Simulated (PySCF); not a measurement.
# C₄H₂F₄O₂: magnetic properties

Wanted: magnetic properties for C₄H₂F₄O₂ (`FC1=CO[C@H](C(F)(F)F)O1`).

Computed with PySCF 2.14.0 and routines of our own; the level stands in each step. Atoms count from 0.

## 1. The starting structure

12 atoms, charge 0, multiplicity 1; geometry from: GFN2-xTB.

## 2. Magnetic properties: GIAO KT3/pcSseg-1

Job settings and geometry (Å):

```
{"job": {"kind": "mag", "xc": "KT3", "basis": "pcSseg-1", "isotopologues": 0}, "charge": 0, "multiplicity": 1}
F      2.489569     0.764019    -1.259909
C      1.582350     0.200997    -0.500754
C      1.333574    -1.070053    -0.218661
O      0.260093    -1.128117     0.660635
C     -0.183922     0.195476     0.808180
C     -1.595082     0.344573     0.161021
F     -2.051404     1.592096     0.282880
F     -1.570641     0.045704    -1.138452
F     -2.479666    -0.464086     0.746866
O      0.715645     1.050332     0.157765
H      1.780609    -1.994095    -0.510615
H     -0.279927     0.462468     1.873275
```

Method: GIAO KT3/pcSseg-1 magnetisability, rotational g tensor and spin-rotation constants, non-relativistic, gas phase.

Launch:

```bash
$ OMP_NUM_THREADS=1 python excited_run.py task.json out
```

This one command runs all jobs of the session in turn.

Output:

```text
coarse grid: 12104 points
cycle   1  E = -711.8998516109  dE =  2.017e+00  |g| = 1.424e+00  |ddm| = 3.304e+00
cycle   2  E = -710.9744979412  dE =  9.254e-01  |g| = 2.743e+00  |ddm| = 2.605e+00
cycle   3  E = -712.2046360576  dE = -1.230e+00  |g| = 2.556e-01  |ddm| = 1.954e+00
cycle   4  E = -712.2073409166  dE = -2.705e-03  |g| = 2.294e-01  |ddm| = 4.197e-01
cycle   5  E = -712.2183245293  dE = -1.098e-02  |g| = 5.702e-02  |ddm| = 2.361e-01
cycle   6  E = -712.2190357122  dE = -7.112e-04  |g| = 1.850e-02  |ddm| = 5.686e-02
cycle   7  E = -712.2191046233  dE = -6.891e-05  |g| = 4.256e-03  |ddm| = 1.594e-02
cycle   8  E = -712.2191081795  dE = -3.556e-06  |g| = 6.876e-04  |ddm| = 3.940e-03
final grid: 124408 points
cycle   9  E = -712.4489739213  dE = -2.180e-04  |g| = 5.144e-02  |ddm| = 7.346e-02
cycle  10  E = -712.4480360318  dE =  9.379e-04  |g| = 9.191e-02  |ddm| = 8.846e-02
cycle  11  E = -712.4493465321  dE = -1.311e-03  |g| = 7.575e-03  |ddm| = 6.322e-02
cycle  12  E = -712.4493577844  dE = -1.125e-05  |g| = 2.304e-03  |ddm| = 7.733e-03
cycle  13  E = -712.4493588673  dE = -1.083e-06  |g| = 8.383e-04  |ddm| = 2.518e-03
cycle  14  E = -712.4493590072  dE = -1.399e-07  |g| = 2.262e-04  |ddm| = 7.518e-04
cycle  15  E = -712.4493590164  dE = -9.188e-09  |g| = 5.110e-05  |ddm| = 2.085e-04
cycle  16  E = -712.4493590169  dE = -4.839e-10  |g| = 1.341e-05  |ddm| = 4.162e-05
converged SCF energy = -712.4493590169

Magnetisability tensor (1e-30 J/T^2)
    -1078.12      -20.79       22.47
      -20.79    -1065.39       17.12
       22.47       17.12    -1076.70
isotropic -1073.41   principal values   -1114.57  -1055.65  -1050.00
isotropic susceptibility -64.642 1e-6 cm^3/mol

Inertial axes            a          b          c
rot. const./GHz      2.7424     0.9566     0.8530
chi total           -65.433    -64.759    -63.735
chi diamagnetic    -490.475  -1187.789  -1324.724
chi paramagnetic    425.042   1123.030   1260.989
quadrupole/D A       -0.556     -1.918      2.474
g nuclear            0.5118     0.4923     0.4928
g electronic        -0.5476    -0.5047    -0.5053
g total             -0.0358    -0.0124    -0.0125

Spin-rotation constants (kHz, H = +C I.J)
atom  isotope        aa         bb         cc
  0    19F        2.699      0.974      0.564
  6    19F        3.552      0.962      1.140
  7    19F        4.052      1.101      0.716
  8    19F        2.999      1.195      1.093
 10     1H       -0.162      0.004     -0.063
 11     1H       -0.215     -0.106      0.057
  1    13C*       1.210      0.288      0.282
  2    13C*       0.813      0.270      0.198
  3    17O*      -0.323     -0.096     -0.126
  4    13C*       0.777      0.241      0.244
  5    13C*       0.864      0.290      0.253
  9    17O*      -0.493     -0.128     -0.145
* in the singly substituted isotopologue
```

Wall time 41 s (1 thread of Arm Neoverse V1, shared host); peak memory 0.67 GiB.

Key values:

```
              quantity                      value
       magnetisability           -1073·10⁻³⁰ J/T²
  molar susceptibility         -64.6·10⁻⁶ cm³/mol
rotational g (a, b, c)  -0.0358, -0.0124, -0.0125
```

## 3. Magnetic properties: GIAO wB97X/3-21G in cyclohexane

The job, as its differences from that of step 2:

```diff
@@ -1,2 +1,2 @@
-{"job": {"kind": "mag", "xc": "KT3", "basis": "pcSseg-1", "isotopologues": 0}, "charge": 0, "multiplicity": 1}
+{"job": {"kind": "mag", "xc": "wB97X", "basis": "3-21G", "solvent": "cyclohexane", "scf": {"damp": 0.2}}, "charge": 0, "multiplicity": 1}
 F      2.489569     0.764019    -1.259909
```

Level: GIAO wB97X/3-21G magnetisability, non-relativistic, IEF-PCM cyclohexane.

Output:

```text
damping 0.20 in the first 6 cycles
final grid: 124408 points
cycle   1  E = -699.0484656323  dE =  2.293e+00  |g| = 1.262e+00  |ddm| = 3.819e+00
cycle   2  E = -699.2782453279  dE = -2.298e-01  |g| = 8.226e-01  |ddm| = 1.680e+00
cycle   3  E = -699.3451166731  dE = -6.687e-02  |g| = 5.043e-01  |ddm| = 8.932e-01
cycle   4  E = -699.3699708035  dE = -2.485e-02  |g| = 3.118e-01  |ddm| = 5.356e-01
cycle   5  E = -699.3792345240  dE = -9.264e-03  |g| = 1.920e-01  |ddm| = 3.418e-01
cycle   6  E = -699.3788689769  dE =  3.655e-04  |g| = 1.976e-01  |ddm| = 2.575e-01
cycle   7  E = -699.3785169362  dE =  3.520e-04  |g| = 2.032e-01  |ddm| = 2.704e-01
cycle   8  E = -699.3849582679  dE = -6.441e-03  |g| = 5.351e-03  |ddm| = 1.354e-01
cycle   9  E = -699.3849628142  dE = -4.546e-06  |g| = 6.219e-04  |ddm| = 4.166e-03
cycle  10  E = -699.3849629170  dE = -1.028e-07  |g| = 2.422e-04  |ddm| = 8.793e-04
cycle  11  E = -699.3849629307  dE = -1.369e-08  |g| = 6.253e-05  |ddm| = 3.045e-04
cycle  12  E = -699.3849629325  dE = -1.804e-09  |g| = 1.913e-05  |ddm| = 1.595e-04
cycle  13  E = -699.3849629326  dE = -1.560e-10  |g| = 4.990e-06  |ddm| = 4.341e-05
converged SCF energy = -699.3849629326

Magnetisability tensor (1e-30 J/T^2)
    -1169.38      -12.78      -11.10
      -12.78    -1139.78       19.19
      -11.10       19.19    -1130.63
isotropic -1146.60   principal values   -1174.57  -1154.48  -1110.75
isotropic susceptibility -69.050 1e-6 cm^3/mol

Inertial axes            a          b          c
rot. const./GHz      2.7424     0.9566     0.8530
chi total           -69.948    -69.297    -67.905
chi diamagnetic    -491.063  -1187.572  -1325.609
chi paramagnetic    421.115   1118.275   1257.704
quadrupole/D A       -0.270     -2.998      3.267
```

It took 17 s on 1 thread of Arm Neoverse V1, shared host; peak memory 0.64 GiB.

Key values:

```
            quantity               value
     magnetisability    -1147·10⁻³⁰ J/T²
molar susceptibility  -69.0·10⁻⁶ cm³/mol
```

## 4. What came out

| quantity | value |
| --- | --- |
| magnetisability (step 2, GIAO KT3/pcSseg-1) | -1073·10⁻³⁰ J/T² |
| molar susceptibility (step 2, GIAO KT3/pcSseg-1) | -64.6·10⁻⁶ cm³/mol |
| rotational g (a, b, c) (step 2, GIAO KT3/pcSseg-1) | -0.0358, -0.0124, -0.0125 |

What this shows: The values above hold for this geometry and these levels alone. Vibrational averaging and real surroundings are missing from these values.
